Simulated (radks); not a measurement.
**Valence configurations of Cd⁺**

Aim: which of several valence configurations of Cd⁺ lies lowest at this level, and whether it is the one NIST lists ([Kr] 4d10 5s1).

Program: radks (a radial shooting solver on a logarithmic mesh, Libxc functionals) version 1. Level of theory: non-relativistic Kohn-Sham, LDA (Slater exchange, Perdew-Wang correlation), spin-unpolarised, spherical densities, point nucleus. These are calculated values, not measurements, unless marked.

### 1 Starting point

```
element       : cadmium (Z = 48)
charge        : +1
electrons     : 47
configuration : [Kr] 4d10 5s1
others tried  : 4d9 5s2; 4d9.5 5s1.5; 4d9 5s1 5p1; 4d10 5p1; 4d10 5s0.5 5p0.5; 4d8 5s1 5p2; 4d8 5p3; 4d6 5s1 5p4; 4d7 5s1 5p3
```

The outer shells:

Cd⁺
```
[Kr] core
4d [↑↓][↑↓][↑↓][↑↓][↑↓]
5s [↑ ]
```

### 2 [Kr] 4d10 5s1

Settings of this run:

```text
Z 48
configuration [Kr] 4d10 5s1
relativity non-relativistic
functional lda,pw
spin unpolarised
nucleus point
```

### 3 [Kr] 4d9 5s2

Settings of this run:

```text
Z 48
configuration [Kr] 4d9 5s2
relativity non-relativistic
functional lda,pw
spin unpolarised
nucleus point
```

### 4 [Kr] 4d9.5 5s1.5

Settings of this run:

```text
Z 48
configuration [Kr] 4d9.5 5s1.5
relativity non-relativistic
functional lda,pw
spin unpolarised
nucleus point
```

### 5 [Kr] 4d9 5s1 5p1

Settings of this run:

```text
Z 48
configuration [Kr] 4d9 5s1 5p1
relativity non-relativistic
functional lda,pw
spin unpolarised
nucleus point
```

### 6 [Kr] 4d10 5p1

Settings of this run:

```text
Z 48
configuration [Kr] 4d10 5p1
relativity non-relativistic
functional lda,pw
spin unpolarised
nucleus point
```

### 7 [Kr] 4d10 5s0.5 5p0.5

Settings of this run:

```text
Z 48
configuration [Kr] 4d10 5s0.5 5p0.5
relativity non-relativistic
functional lda,pw
spin unpolarised
nucleus point
```

### 8 [Kr] 4d8 5s1 5p2

Settings of this run:

```text
Z 48
configuration [Kr] 4d8 5s1 5p2
relativity non-relativistic
functional lda,pw
spin unpolarised
nucleus point
```

### 9 [Kr] 4d8 5p3

Settings of this run:

```text
Z 48
configuration [Kr] 4d8 5p3
relativity non-relativistic
functional lda,pw
spin unpolarised
nucleus point
```

### 10 [Kr] 4d6 5s1 5p4

Settings of this run:

```text
Z 48
configuration [Kr] 4d6 5s1 5p4
relativity non-relativistic
functional lda,pw
spin unpolarised
nucleus point
```

### 11 [Kr] 4d7 5s1 5p3

Settings of this run:

```text
Z 48
configuration [Kr] 4d7 5s1 5p3
relativity non-relativistic
functional lda,pw
spin unpolarised
nucleus point
```

Q: Predict the outcome of this session. Wanted: for each run, valence; E − E(NIST configuration); highest level; its energy; 1s shift.

The runs gave:

| valence | E − E(NIST configuration) (eV) | highest level | its energy (eV) | 1s shift (eV) |
| --- | --- | --- | --- | --- |
| 4d10 5s1 | 0.000 | 5s | -12.734 | +0.00 |
| 4d10 5s0.5 5p0.5 | 2.600 | 5p | -7.970 | -0.73 |
| 4d9.5 5s1.5 | 4.668 | 5s | -13.528 | -2.85 |
| 4d10 5p1 | 5.230 | 5p | -8.340 | -1.44 |
| 4d9 5s2 | 10.041 | 5s | -14.297 | -5.82 |
| 4d9 5s1 5p1 | 15.767 | 5p | -9.320 | -7.19 |
| 4d8 5s1 5p2 | 35.583 | 5p | -10.831 | -14.61 |
| 4d8 5p3 | 42.058 | 5p | -11.361 | -15.81 |
| 4d7 5s1 5p3 | 59.593 | 5p | -12.224 | -22.29 |
| 4d6 5s1 5p4 | 87.887 | 5p | -13.543 | -30.24 |

What this shows: The NIST configuration is the lowest of those tried, 2.600 eV under 4d10 5s0.5 5p0.5. The energies are those of spherical spin-averaged densities, not of single terms. Relativity is left out, which favours d and f over s occupation in heavy atoms. The 1s eigenvalue shifts by up to 30.24 eV as the valence charge is rearranged.
